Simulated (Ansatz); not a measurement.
# CHF₂GeN: ionisation energy by level of theory

An exercise on one series of results from a longer session: the logs are not shown, and one member is left open.

Method: unrestricted cation, the program's frozen cores in correlated methods; program: Ansatz 0.2.0, Gaussian basis.

Levels to be run: UKS PBE-D4/def2-TZVPP; UKS r2SCAN-D4/def2-TZVPP; UKS PBE0-D4/def2-TZVPP; UKS B3LYP-D4/def2-TZVPP; UKS wB97X-V/def2-TZVPP; UKS wB97M-V/def2-TZVPP; UKS B2PLYP/def2-TZVPP; UHF-CCSD(T)/def2-TZVPP; UHF-MP2/def2-QZVPP; extrapolation to the limit; then −ε(HOMO) from the neutral's earlier runs with LDA (SPW92), PBE-D4, revPBE-D4, BLYP-D4, r2SCAN-D4, B97M-V, PBE0-D4, B3LYP-D4, r2SCANh-D4, r2SCAN0-D4, HSE06-D4, BHLYP-D4, CAM-B3LYP-D4, LC-ωPBE, ωB97X-V, ωB97M-V.

**The geometry**

The geometry comes from an earlier relaxation with PBE0-D4 in a triple-zeta def2 set; it is a stationary point.

SMILES `N#[C][GeH]([F])[F]`, 6 atoms, charge 0, spin multiplicity 1.

Atoms are counted from 1 here; the program's logs count them from 0.

Bond lengths: N1–C2 1.150 Å, C2–Ge3 1.910 Å, Ge3–F4 1.711 Å, Ge3–F5 1.711 Å, Ge3–H6 1.518 Å. Angles: N1–C2–Ge3 177.5°, C2–Ge3–F4 106.5°, C2–Ge3–F5 106.5°, C2–Ge3–H6 115.2°, F4–Ge3–F5 106.3°, F4–Ge3–H6 110.9°, F5–Ge3–H6 110.9°.

The first run:

Input file in.yaml:

```yaml
crystal:
  periodic: [false, false, false]
  atoms:
    - {symbol: N, position_ang: [1.935417, -1.316054, 0.912326]}
    - {symbol: C, position_ang: [1.049131, -0.715531, 0.491174]}
    - {symbol: Ge, position_ang: [-0.432522, 0.316371, -0.131577]}
    - {symbol: F, position_ang: [-1.568639, -0.795349, -0.764483]}
    - {symbol: F, position_ang: [0.135405, 1.230773, -1.461457]}
    - {symbol: H, position_ang: [-1.076691, 1.215690, 0.907818]}
basis:
  gaussian: {orbitals: def2-TZVPP}
total_charge: 1
magnetization: {spin_polarized: true, initial_magnetization: 1}
hamiltonian: {xc: pbe, dispersion: d4}
```

Command:

```bash
> ansatz run in.yaml --threads 2 --pin off --events-out ev --progress --plain --max-ram 32768MiB --backend cpu
```

Steps of the session up to this table: Cation, UKS PBE-D4/def2-TZVPP; Cation, UKS r2SCAN-D4/def2-TZVPP; Cation, UKS PBE0-D4/def2-TZVPP; Cation, UKS B3LYP-D4/def2-TZVPP; Cation, UKS wB97X-V/def2-TZVPP; Cation, UKS wB97M-V/def2-TZVPP; Cation, UKS B2PLYP (frozen core)/def2-TZVPP; Cation, UHF-CCSD(T)/def2-TZVPP; Cation, UHF-MP2/def2-QZVPP.

One of the session's tables, all rows but one given; the rest of the session is left out.

It belongs to the step «Ionisation energies side by side». For comparison, −ε(HOMO) of the neutral from earlier runs:

| functional | −ε(HOMO) (eV) |
| --- | --- |
| LDA (SPW92) | 9.23 |
| PBE-D4 | 9.09 |
| revPBE-D4 | 9.03 |
| BLYP-D4 | 9.02 |
| r2SCAN-D4 | 9.57 |
| B97M-V | 9.63 |
| PBE0-D4 | 10.76 |
| B3LYP-D4 | 10.48 |
| r2SCANh-D4 | 10.19 |
| r2SCAN0-D4 | 10.98 |
| HSE06-D4 | 10.35 |
| BHLYP-D4 | 11.99 |
| CAM-B3LYP-D4 | ? |
| LC-ωPBE | 13.69 |
| ωB97X-V | 13.23 |
| ωB97M-V | 13.09 |

**Question.** Estimate the row for CAM-B3LYP-D4.

As computed: −ε(HOMO) (eV): 12.20. In the column «−ε(HOMO) (eV)» it lies between BHLYP-D4 (11.99) and ωB97M-V (13.09).
